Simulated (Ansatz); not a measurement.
# Ag (diamond type): the cost of one run

Program: Ansatz 0.2.0. Level of theory: DFT PBEsol, with the methods named in each step. These are calculated values, not measurements.

This is Ag in the diamond structure; at room conditions it is fcc.

2 further runs of the same task are left out: 2 that didn't finish.

## 1. Starting point

Symmetry: Fd-3m, No. 227, cubic system. The conventional cell has a = 6.038 Å, b = 6.038 Å, c = 6.038 Å, α = 90.00°, β = 90.00°, γ = 90.00°. Ag (site symmetry -43m) has 4 Ag at 2.61 Å as nearest neighbours.

Coordinates:

```
CELL_PARAMETERS angstrom
0.00000 3.01899 3.01899
3.01899 0.00000 3.01899
3.01899 3.01899 0.00000
ATOMIC_POSITIONS crystal
Ag 0.87500 0.87500 0.87500
Ag 0.12500 0.12500 0.12500
```

Whether this phase is the stable one at these pressures isn't tested.

Atoms are numbered in the order of the input: Ag1, Ag2.

## 2. The reference volume, LAPW

input.yaml

```yaml
crystal:
  lattice:
    - [0.0, 3.018986715, 3.018986715]
    - [3.018986715, 0.0, 3.018986715]
    - [3.018986715, 3.018986715, 0.0]
  atoms:
    - { symbol: Ag, position: [-0.125, -0.125, -0.125] }
    - { symbol: Ag, position: [0.125, 0.125, 0.125] }
kpoints:
  mp_grid: { grid: [13, 13, 13] }
  band_path:
    path:
      - [0.0, 0.0, 0.0]
      - [0.5, 0.0, 0.5]
      - [0.625, 0.25, 0.625]
      - [0.375, 0.375, 0.75]
      - [0.0, 0.0, 0.0]
      - [0.5, 0.5, 0.5]
      - [0.5, 0.25, 0.75]
      - [0.5, 0.0, 0.5]
    npoints: 14
scf:
  occupations: { method: fermi_dirac, width: 0.08 }
hamiltonian:
  xc: pbesol
  pseudopotentials: { kind: all_electron, lapw: { basis_error: 0.001 } }
output:
  forces: true
  stress: true
  eigenvalues: true
  populations: true
  dos: { projected: true, de: 0.2, e_range: [-14, 8] }
```

Launch:

```sh
$ ansatz run input.yaml --threads 1 --pin off --max-ram 2048MiB --backend cpu --events-out ev --progress --plain --runs-dir out
```

What time and memory should one allow on 1 thread of Arm Neoverse V1, shared host?

About 62 s, with a peak of 0.48 GiB.
